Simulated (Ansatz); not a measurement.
# C4H2F2Zr: small, medium and large basis sets

One table from this session's results is given with a row withheld; the runs are named, their logs left out.

Computed with Ansatz 0.2.0, Gaussian basis. Level: one geometry, several basis sets.

Plan: PBE0-D4/def2-SVP; ωB97M-V/def2-SVP; PBE0-D4/def2-QZVPP; ωB97M-V/def2-QZVPP; the functionals' def2-TZVPP values are taken from earlier runs.

1 further run of the same task is left out (for a known fault of the program).

## The geometry

The geometry comes from an earlier relaxation with PBE0-D4 in a triple-zeta def2 set; it is a stationary point, not always the lowest conformer. Zr takes the def2 core potential; no spin-orbit term is included.

SMILES `C#[C][Zr]([F])([F])[C]#C`, 9 atoms, charge 0, spin multiplicity 1.

Atoms are counted from 1 here; the program's logs count them from 0.

Bond lengths: C1–C2 1.215 Å, C1–H8 1.068 Å, C2–Zr3 2.174 Å, Zr3–F4 1.887 Å, Zr3–F5 1.887 Å, Zr3–C6 2.174 Å, C6–C7 1.215 Å, C7–H9 1.068 Å. Angles: C2–C1–H8 179.9°, C1–C2–Zr3 179.5°, C2–Zr3–F4 109.4°, C2–Zr3–F5 109.4°, C2–Zr3–C6 109.0°, F4–Zr3–F5 110.1°, F4–Zr3–C6 109.4°, F5–Zr3–C6 109.4°, Zr3–C6–C7 179.4°, C6–C7–H9 179.9°.

The first run:

in.yaml

```yaml
crystal:
  periodic: [false, false, false]
  atoms:
    - {symbol: C, position_ang: [1.158323, -2.529046, 0.827572]}
    - {symbol: C, position_ang: [0.831202, -1.567878, 0.159647]}
    - {symbol: Zr, position_ang: [0.236338, 0.158888, -1.019154]}
    - {symbol: F, position_ang: [-0.820717, -0.409545, -2.475146]}
    - {symbol: F, position_ang: [1.776215, 1.051655, -1.645369]}
    - {symbol: C, position_ang: [-0.922034, 1.507051, 0.232167]}
    - {symbol: C, position_ang: [-1.568380, 2.253460, 0.940750]}
    - {symbol: H, position_ang: [1.445044, -3.372822, 1.415334]}
    - {symbol: H, position_ang: [-2.135992, 2.908256, 1.564199]}
basis:
  gaussian: {orbitals: def2-SVP}
hamiltonian: {xc: pbe0, dispersion: d4}
output: {orbitals: {seedname: orbitals}}
```

On the command line:

```console
$ ansatz run in.yaml --threads 4 --pin off --events-out ev --progress --plain --max-ram 11315MiB
```

Among the steps run: PBE0-D4 in def2-SVP; ωB97M-V in def2-SVP; PBE0-D4 in def2-QZVPP; ωB97M-V in def2-QZVPP.

One table of the session follows, with a row left open; its other results are not shown here.

It belongs to the step «Density functionals: the series». 

| functional | basis | HOMO (eV) | LUMO (eV) |
| --- | --- | --- | --- |
| PBE0-D4 | def2-SVP | -8.41 | -2.51 |
| PBE0-D4 | def2-TZVPP | -8.44 | -2.57 |
| PBE0-D4 | def2-QZVPP | ? | ? |
| ωB97M-V | def2-SVP | -10.60 | -0.47 |
| ωB97M-V | def2-TZVPP | -10.64 | -0.56 |
| ωB97M-V | def2-QZVPP | -10.65 | -0.57 |

Estimate the missing values for PBE0-D4, def2-QZVPP.

**Answer.** HOMO (eV): -8.45; LUMO (eV): -2.57. In the column «HOMO (eV)» it lies between ωB97M-V, def2-SVP (-10.60) and PBE0-D4, def2-TZVPP (-8.44).
